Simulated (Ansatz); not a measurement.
# ZnAuC4N4: one candidate of a structure search

Aim: relax a trial structure of ZnAuC4N4 and see where it ends.

Program: Ansatz 0.2.0. Level of theory: DFT PBE, scalar-relativistic, plane waves, PAW. These are calculated values, not measurements.

### Step 1. The system as given

It takes space group P-43m (No. 215, cubic). Conventional cell: a = 5.883 Å, b = 5.883 Å, c = 5.883 Å, α = 90.00°, β = 90.00°, γ = 90.00°. Zn (site symmetry -43m) is surrounded by 4 C at 1.92 Å. Around C (site symmetry 3m) lie 1 N at 1.17 Å and 1 Zn at 1.92 Å. Au (site symmetry -43m) has 4 N at 2.01 Å in its first shell of neighbours. N (site symmetry 3m) has 1 C at 1.17 Å and 1 Au at 2.01 Å in its first shell of neighbours.

As a file:

```xyz
10
Lattice="5.8826 0.0000 0.0000 0.0000 5.8826 0.0000 0.0000 0.0000 5.8826" Properties=species:S:1:pos:R:3 pbc="T T T"
Zn    0.0000    0.0000    0.0000
C     1.1068    1.1068    1.1068
C     1.1068    4.7758    4.7758
C     4.7758    1.1068    4.7758
C     4.7758    4.7758    1.1068
Au    2.9413    2.9413    2.9413
N     1.7823    1.7823    1.7823
N     1.7823    4.1003    4.1003
N     4.1003    1.7823    4.1003
N     4.1003    4.1003    1.7823
```

A structure generator made this guess: two interpenetrating cyanide-bridged diamond nets (P-43m, No. 215). Lengths come from tabulated atomic sizes and are only a guess.

### Step 2. A first look at the guess

The input, input.yaml:

```yaml
crystal:
  lattice:
    - [5.88262189, 0.0, 0.0]
    - [0.0, 5.88262189, 0.0]
    - [0.0, 0.0, 5.88262189]
  atoms:
    - { symbol: Zn, position: [0.0, 0.0, 0.0] }
    - { symbol: C, position: [0.18814408, 0.18814408, 0.18814408] }
    - { symbol: C, position: [0.18814408, 0.81185592, 0.81185592] }
    - { symbol: C, position: [0.81185592, 0.18814408, 0.81185592] }
    - { symbol: C, position: [0.81185592, 0.81185592, 0.18814408] }
    - { symbol: Au, position: [0.5, 0.5, 0.5] }
    - { symbol: "N", position: [0.3029738, 0.3029738, 0.3029738] }
    - { symbol: "N", position: [0.3029738, 0.6970262, 0.6970262] }
    - { symbol: "N", position: [0.6970262, 0.3029738, 0.6970262] }
    - { symbol: "N", position: [0.6970262, 0.6970262, 0.3029738] }
basis:
  ecutwfc: 420
kpoints:
  mp_grid: { grid: [4, 4, 4] }
hamiltonian:
  xc: pbe
scf:
  occupations: { method: gaussian, width: 0.1 }
  lower_state_search: "off"
output:
  forces: true
  stress: true
  eigenvalues: true
```

Run with:

```bash
ansatz run input.yaml --threads 1 --pin off --max-ram 2560MiB --backend cpu --events-out ev --progress --plain --runs-dir out
```

Further runs follow: spin check on a coarse mesh; a loose first relaxation; full relaxation.

Q: Predict the outcome of this session. Wanted: conventional cell; volume; energy over the elements; gap on the mesh; total moment.

**Answer**, as computed:

| quantity | value |
| --- | --- |
| symmetry at the end (tolerance 0.05 Å) | space group P-43m (No. 215) |
| conventional cell | a = 6.134 Å, b = 6.134 Å, c = 6.134 Å, α = 90.00°, β = 90.00°, γ = 90.00° |
| volume | 23.08 Å³/atom |
| energy over the elements (uncorrected; H, N, O, F and Cl as molecules) | +0.69 eV/atom |
| gap on the mesh | none (metal) |
| total moment | 1.00 μB/cell |

In words: The space group P-43m (No. 215) is kept, and the volume per atom grows by 13.4 % from the first guess. The formation energy is positive, so the separate elements lie lower. No finished test with a distortion of lower symmetry is shown, so the end may be a saddle point. Spin-orbit coupling is left out for Au. Other magnetic orders were not searched.
